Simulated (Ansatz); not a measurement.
## Mg3Te: equation of state with PBE

The system is Mg3Te.

```
Te Mg
1.0
    -2.13936    2.13936    5.28249
     2.13936   -2.13936    5.28249
     2.13936    2.13936   -5.28249
Te Mg
1 3
Direct
  0.00000 0.00000 0.00000
  0.25000 0.75000 0.50000
  0.75000 0.25000 0.50000
  0.50000 0.50000 0.00000
```

The cell comes from a database or a generator and needn't be the stable form of this composition.

```
Program             : Ansatz 0.2.0
Task                : equation of state
Functional          : PBE
Potentials or basis : Ansatz PAW
Cutoff              : 420 eV
Density cutoff      : 1680 eV
k mesh              : 9 × 9 × 9
Occupations         : fermi-dirac, width 0.05 eV
Spin                : no spin polarisation
```

| Item | Value |
| --- | --- |
| Equilibrium volume | 24.27 Å³/atom |
| Bulk modulus at fixed shape and positions | 37 GPa |
| Pressure derivative of the bulk modulus | 4.2 |

Energy against volume, from the lowest point:
| volume (Å³/atom) | energy (meV/atom) |
| --- | --- |
| 22.727 | 12.72 |
| 23.210 | 5.77 |
| 23.694 | 1.62 |
| 24.177 | 0.00 |
| 24.661 | 0.65 |
| 25.144 | 3.35 |
| 25.628 | 7.91 |

All runs of the series together: 73 s on 2 threads of Intel(R) Xeon(R) Processor @ 2.50GHz (Skylake/Cascade Lake), on a shared host.

Caveat: the cell was scaled at fixed shape and fractional positions, which overstates the stiffness of a crystal with free parameters, most of all of layers and chains. Spin-orbit coupling is left out, which matters for the levels of Te.
